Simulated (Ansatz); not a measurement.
# GeCN+ (triplet): wave-function methods side by side, cc-pVDZ

One table from this session's results is given with a row withheld; the runs are named, their logs left out.

The runs use Ansatz 0.2.0, Gaussian basis; cc-pVDZ, core rule «outside noble gas», up to 16 orbitals frozen.

To be run: UHF; CCSD(T) on ROHF; CCSD(T) on UHF; BCCD(T) on ROHF; CISD as a restricted active space (open shells left free, so some higher excitations enter); CCSDT(Q) on ROHF; CCSDT(Q) on UHF; CASSCF and MRCISD+Q, 10 electrons in 11 orbitals; CASSCF and NEVPT2, 10 electrons in 11 orbitals.

22 further runs of the same task are left out: 8 that didn't finish, 14 set aside as unsound or not needed. Runs told in other sessions of the task aren't counted.

### The system

The geometry is a PBE0/def2-TZVP stationary point (not a proven minimum) of the parent state, kept for this charge and spin. No spin-orbit coupling is included. The filled d shell of Ge may be among the frozen orbitals whatever the setting's name suggests.

3 atoms, charge 1, spin multiplicity 3.

Atoms are counted from 1 here; the program's logs count them from 0.

Bond lengths: Ge1–C2 1.947 Å, C2–N3 1.160 Å. Angles: Ge1–C2–N3 180.0°.

Geometry (Å):

| atom | x (Å) | y (Å) | z (Å) |
| --- | --- | --- | --- |
| Ge1 | 0.0000 | 0.0000 | 1.6846 |
| C2 | 0.0000 | 0.0000 | -0.2621 |
| N3 | 0.0000 | 0.0000 | -1.4225 |

Set-up of the first run:

Contents of in.yaml:

```yaml
crystal:
  periodic: [false, false, false]
  atoms:
    - {symbol: Ge, position_ang: [0.000000, 0.000000, 1.684600]}
    - {symbol: C, position_ang: [0.000000, 0.000000, -0.262100]}
    - {symbol: N, position_ang: [0.000000, 0.000000, -1.422500]}
basis:
  gaussian: {orbitals: cc-pVDZ}
total_charge: 1
magnetization: {spin_polarized: true, initial_magnetization: 2}
hamiltonian: {xc: hf}
output: {orbitals: {seedname: orbitals}}
```

On the command line:

```console
ansatz run in.yaml --threads 1 --pin off --events-out ev --progress --plain --max-ram 2393MiB
```

Among the steps run: UHF; CCSD(T) on ROHF; CCSD(T) on UHF; BCCD(T) on ROHF; CISD as a restricted active space (open shells left free, so some higher excitations enter); CCSDT(Q) on ROHF; CCSDT(Q) on UHF; CASSCF and MRCISD+Q, 10 electrons in 11 orbitals; CASSCF and NEVPT2, 10 electrons in 11 orbitals.

One of the session's tables, all rows but one given; the rest of the session is left out.

It belongs to the step «Misses and costs». 

```
          method  from RCCSDT(Q) (meV)
            ROHF               +9627.0
             UHF               +9503.4
            RMP2               +1066.2
            UMP2               +1283.6
            CISD               +1547.7
           RCCSD                +635.9
           UCCSD                +623.9
        RCCSD(T)                +124.8
        UCCSD(T)                +133.0
         BCCD(T)                +107.4
          RCCSDT                 +74.3
          UCCSDT                 +66.7
       RCCSDT(Q)                     0
       UCCSDT(Q)                 -25.7
  CASSCF valence                     ?
  NEVPT2 valence               +1177.5
  MRCISD valence                +519.3
MRCISD+Q valence                +216.2
```

Q: Estimate the row for CASSCF valence from the others.

The run gave: from RCCSDT(Q) (meV): +5067.3. In the column «from RCCSDT(Q) (meV)» it lies between CISD (+1547.7) and UHF (+9503.4).

Limits of these values: Warnings: spin contamination; large T1 diagnostic. Restricted and unrestricted rows rest on different reference determinants; a gap between their highest levels can come from leftover correlation error, from unlike frozen cores or from another state.
